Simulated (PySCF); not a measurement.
# EuH6N2 (Eu(NH3)23+): the cost of one run

Computed with PySCF 2.14.0. Level: TPSS, Eu lcecp-1-SVP with ECP52, N def2-SVP, H def2-SVP; scalar-relativistic core potentials, no spin–orbit coupling.

3 further runs of the same task are left out: 1 for a known fault of the program, 1 that didn't finish, 1 set aside as unsound or not needed.

### 1 Starting geometry

9 atoms, charge 3, spin multiplicity 1.

Bond lengths: Eu1–N2 2.545 Å, Eu1–N6 2.545 Å, N2–H3 1.020 Å, N2–H4 1.020 Å, N2–H5 1.020 Å, N6–H7 1.020 Å, N6–H8 1.020 Å, N6–H9 1.020 Å. Angles: N2–Eu1–N6 180.0°, Eu1–N2–H3 113.0°, Eu1–N2–H4 113.0°, Eu1–N2–H5 113.0°, H3–N2–H4 105.8°, H3–N2–H5 105.8°, H4–N2–H5 105.8°, Eu1–N6–H7 113.0°, Eu1–N6–H8 113.0°, Eu1–N6–H9 113.0°, H7–N6–H8 105.8°, H7–N6–H9 105.8°, H8–N6–H9 105.8°.

Geometry (Å):

```xyz
9
EuH6N2
Eu    0.0000    0.0000    0.0000
N     0.0000    0.0000    2.5450
H     0.8133    0.4696    2.9430
H    -0.8133    0.4696    2.9430
H     0.0000   -0.9392    2.9430
N     0.0000    0.0000   -2.5450
H     0.8133   -0.4696   -2.9430
H    -0.8133   -0.4696   -2.9430
H     0.0000    0.9392   -2.9430
```

Formal oxidation states: Eu +3. Each metal's 6 4f electrons lie in its core potential, so multiplicities, spins and levels count the valence alone.

### 2 SCF at the start, singlet

run.py (the lines that set the calculation) reads:

```python
mol = gto.M(atom='''
Eu     0.00000     0.00000     0.00000
N      0.00000     0.00000     2.54500
H      0.81330     0.46960     2.94300
H     -0.81330     0.46960     2.94300
H      0.00000    -0.93920     2.94300
N      0.00000     0.00000    -2.54500
H      0.81330    -0.46960    -2.94300
H     -0.81330    -0.46960    -2.94300
H      0.00000     0.93920    -2.94300''',
    basis={'Eu': 'lcecp-1-SVP', 'N': 'def2-SVP', 'H': 'def2-SVP'},
    ecp={'Eu': 'lcecp-1-SVP'},
    charge=3, spin=0)
mf = dft.RKS(mol, xc='TPSS')
mf.grids.atom_grid = (50, 194)  # f atoms: unpruned, at least (60, 302)
mf = mf.density_fit()  # fitting sets: Eu AutoAux, N def2-universal-JKFIT, H def2-universal-JKFIT
mf.conv_tol = 1e-08; mf.max_cycle = 55
mf.kernel(dm0)  # dm0: free metal ions and neutral atoms
```

Launch:

```console
$ OMP_NUM_THREADS=2 python run.py
```

Q: Estimate wall time and peak memory on 2 threads of Arm Neoverse V1, shared host.

About 5.8 s, with a peak of 0.62 GiB.
